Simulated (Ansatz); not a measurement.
# SbSe2: the cost of one run

Program: Ansatz 0.2.0. Level of theory: DFT PBE, scalar-relativistic, plane waves, PAW. These are calculated values, not measurements.

## (1) Starting point

It takes space group P-3m1 (No. 164, trigonal). The conventional cell has a = 3.742 Å, b = 3.742 Å, c = 6.823 Å, α = 90.00°, β = 90.00°, γ = 120.00°. Around Sb (site symmetry -3m) lie 6 Se at 2.73 Å. Se (site symmetry 3m) is surrounded by 3 Sb at 2.73 Å.

As a file:

```cif
data_structure
_symmetry_space_group_name_H-M 'P 1'
_symmetry_Int_Tables_number 1
_cell_length_a 3.7422
_cell_length_b 3.7422
_cell_length_c 6.8232
_cell_angle_alpha 90.000
_cell_angle_beta 90.000
_cell_angle_gamma 120.000
_cell_volume 82.75
loop_
_atom_site_label
_atom_site_type_symbol
_atom_site_fract_x
_atom_site_fract_y
_atom_site_fract_z
_atom_site_occupancy
Sb1 Sb 0.00000 0.00000 0.00000 1
Se1 Se 0.66667 0.33333 0.75428 1
Se2 Se 0.33333 0.66667 0.24572 1
```

A structure generator made this guess: species swapped into a database cell of TaS2 (P-3m1, No. 164), with Sb on the Ta sites and Se on the S sites. The dimensions are guesses.

## (2) A first look at the guess

input.yaml reads:

```yaml
crystal:
  lattice:
    - [3.74223702, 0.0, 0.0]
    - [-1.87111851, 3.24087233, 0.0]
    - [0.0, 0.0, 6.82323744]
  atoms:
    - { symbol: Sb, position: [0.0, 0.0, 0.0] }
    - { symbol: Se, position: [0.66666667, 0.33333333, 0.75428212] }
    - { symbol: Se, position: [0.33333333, 0.66666667, 0.24571788] }
basis:
  ecutwfc: 420
kpoints:
  mp_grid: { grid: [6, 6, 4] }
hamiltonian:
  xc: pbe
scf:
  occupations: { method: gaussian, width: 0.1 }
  lower_state_search: "off"
output:
  forces: true
  stress: true
  eigenvalues: true
```

The run is started by

```sh
ansatz run input.yaml --threads 1 --pin off --max-ram 2560MiB --backend cpu --events-out ev --progress --plain --runs-dir out
```

What time and memory should one allow on 1 thread of Arm Neoverse V1, shared host?

About 3.1 s, with a peak of 0.36 GiB.
